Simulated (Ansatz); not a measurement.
**CO2: further runs on the relaxed cell**

An exercise on one series of results from a longer session: the logs are not shown, and one member is left open.

Method: DFT r2SCAN, scalar-relativistic, plane waves, PAW, in Ansatz 0.2.0.

1 further run of the same task is left out (set aside as unsound or not needed).

## The starting structure

Symmetry: I-42d, No. 122, tetragonal system. Conventional cell: a = 3.909 Å, b = 3.909 Å, c = 5.935 Å, α = 90.00°, β = 90.00°, γ = 90.00°. C (site symmetry -4) is surrounded by 4 O at 1.39 Å. Around O (site symmetry 2) lie 2 C at 1.39 Å.

As a file:

```
CELL_PARAMETERS angstrom
-1.95459 1.95459 2.96725
1.95459 -1.95459 2.96725
1.95459 1.95459 -2.96725
ATOMIC_POSITIONS crystal
C 0.75000 0.25000 0.50000
C 0.00000 0.00000 0.00000
O 0.70761 0.12500 0.08261
O 0.04239 0.62500 0.91739
O 0.37500 0.29239 0.41739
O 0.87500 0.95761 0.58261
```

It goes back to an entry of the Materials Project, which need not be the stable form.

This cell was relaxed beforehand with the same method: volume 7.56 Å³/atom, gap on the mesh 8.60 eV.

Set-up of the first run:

File input.yaml:

```yaml
crystal:
  lattice:
    - [-1.9348487727, 1.9348487727, 2.9372800193]
    - [1.9348487727, -1.9348487727, 2.9372800193]
    - [1.9348487727, 1.9348487727, -2.9372800193]
  atoms:
    - { symbol: C, position: [0.75, 0.25, 0.5] }
    - { symbol: C, position: [0.0, 0.0, 0.0] }
    - { symbol: O, position: [0.7076107859, 0.125, 0.0826107859] }
    - { symbol: O, position: [0.0423892141, 0.625, 0.9173892141] }
    - { symbol: O, position: [0.375, 0.2923892141, 0.4173892141] }
    - { symbol: O, position: [0.875, 0.9576107859, 0.5826107859] }
basis:
  ecutwfc: 500
kpoints:
  mp_grid: { grid: [8, 8, 8] }
hamiltonian:
  xc: r2scan
scf:
  occupations: { method: gaussian, width: 0.02 }
output:
  forces: true
  stress: true
  eigenvalues: true
relax:
  adjacent_minimum: "off"
  f_tol: 0.01
  max_steps: 30
  cell: { stress_tol: 0.1, fix: [volume] }
```

Command:

```
$ ansatz run input.yaml --threads 2 --pin off --max-ram 5120MiB --backend cpu --events-out ev --progress --plain --runs-dir out
```

Steps of the session up to this table: Volume × 0.97; Volume × 1.03; The cell scaled to 0.94 of its volume; Volume × 1.06; Point at V/V0 = 0.91; Volume × 1.10; The cell scaled to 0.88 of its volume.

One of the session's tables, all rows but one given; the rest of the session is left out.

It belongs to the step «Fit of the equation of state». 

```
volume (Å³/atom)  energy above the lowest point (meV/atom)  pressure (GPa)  gap on the mesh (eV)
           6.651                                      64.0           24.96                  8.58
           6.877                                      34.3           17.36                  8.62
           7.104                                      14.5           10.75                  8.63
           7.331                                       3.5            5.03                  8.62
           7.557                                       0.0            0.04                  8.60
           7.784                                       3.1           -4.30                  8.55
           8.011                                         ?               ?                     ?
           8.313                                      31.4          -12.47                  8.40
```

Q: Estimate the row for volume (Å³/atom) = 8.011 from the others.

Worked estimate for «energy above the lowest point (meV/atom)». A straight line through the neighbours (7.784, 3.1) and (8.313, 31.4) gives 3.1 + (31.4 − 3.1) × (8.011 − 7.784) / (8.313 − 7.784) = 15.2; a parabola fitted to 3 rows on both sides gives 11.6.

As computed: energy above the lowest point (meV/atom): 11.9; pressure (GPa): -8.10; gap on the mesh (eV): 8.50. In «energy above the lowest point (meV/atom)» the line misses by +3.3 and the parabola by -0.3.

Limits of these values: The gap on the mesh goes from 8.58 eV at the smallest volume to 8.40 eV at the largest, through a peak of 8.63 eV between.
